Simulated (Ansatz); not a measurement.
# Tc3Sn: the cost of one run

Computed with Ansatz 0.2.0, driven from Python. The levels of theory stand in the script.

## (1) The system

Symmetry: Fm-3m, No. 225, cubic system. The conventional cell has a = 6.344 Å, b = 6.344 Å, c = 6.344 Å, α = 90.00°, β = 90.00°, γ = 90.00°. Tc (site symmetry -43m) is surrounded by 4 Tc at 2.75 Å and 4 Sn at 2.75 Å. Tc (site symmetry m-3m) has 8 Tc at 2.75 Å as nearest neighbours. Sn (site symmetry m-3m) is surrounded by 8 Tc at 2.75 Å.

tc3sn.cif, read by the script:

```cif
data_Tc3Sn
_cell_length_a 4.486160
_cell_length_b 4.486160
_cell_length_c 4.486160
_cell_angle_alpha 60.00000
_cell_angle_beta 60.00000
_cell_angle_gamma 60.00000
_symmetry_space_group_name_H-M 'P 1'
_symmetry_Int_Tables_number 1
loop_
_symmetry_equiv_pos_as_xyz
'x, y, z'
loop_
_atom_site_label
_atom_site_type_symbol
_atom_site_fract_x
_atom_site_fract_y
_atom_site_fract_z
Tc1 Tc    0.250000    0.250000    0.250000
Tc2 Tc    0.750000    0.750000    0.750000
Tc3 Tc    0.500000    0.500000    0.500000
Sn4 Sn    0.000000    0.000000    0.000000
```

## (2) The script

Input file run_xc.py:

```python
"""One structure of Tc3Sn under several functionals."""

import ansatz as az
from ase.io import read
import pandas as pd

atoms = read("tc3sn.cif")
xtal = az.Crystal.from_ase(atoms)

calc = xtal.calculation()
calc = calc.basis(500).kpoints(7, 7, 7, center="gamma")
calc = calc.occupations("fermi_dirac", width=0.05).stress()

rows = []
for value in ["r2scan", "rpbe", "pbe", "blyp"]:
    summary = calc.functional(value).run(threads=1).report
    rows.append((value, summary["free_energy_ev"] / len(summary["lattice"]["sites"]), summary["n_iterations"], sum(summary["stress_gpa"][i][i] for i in range(3)) / 3, summary["n_kpoints"]))

table = pd.DataFrame(rows, columns=["functional", "F/atom (eV)", "iterations", "P (GPa)", "k-points"])
print(table.round(5).to_string(index=False))
```

## (3) The input behind the calls

The package turns the script's settings into the engine's input (first run):

```yaml
crystal:
  lattice:
    - [4.48616, 0.0, 0.0]
    - [2.2430800000000004, 3.885128525441597, 0.0]
    - [2.2430800000000004, 1.295042841813866, 3.662934301494727]
  atoms:
    - { symbol: Tc, position: [0.25000000000000017, 0.25, 0.24999999999999997] }
    - { symbol: Tc, position: [0.7500000000000001, 0.7499999999999999, 0.7500000000000001] }
    - { symbol: Tc, position: [0.5000000000000003, 0.5, 0.49999999999999994] }
    - { symbol: Sn, position: [0.0, 0.0, 0.0] }
basis:
  ecutwfc: 500.0
kpoints:
  mp_grid:
    grid: [7, 7, 7]
    shift: [0.0, 0.0, 0.0]
hamiltonian:
  xc: r2scan
scf:
  occupations:
    method: fermi_dirac
    width: 0.05
output:
  stress: true
```

## (4) Launch

Run with:

```sh
python run_xc.py
```

What time and memory should one allow on 1 thread of Arm Neoverse V2, shared host?

About 18 s, with a peak of 0.71 GiB.
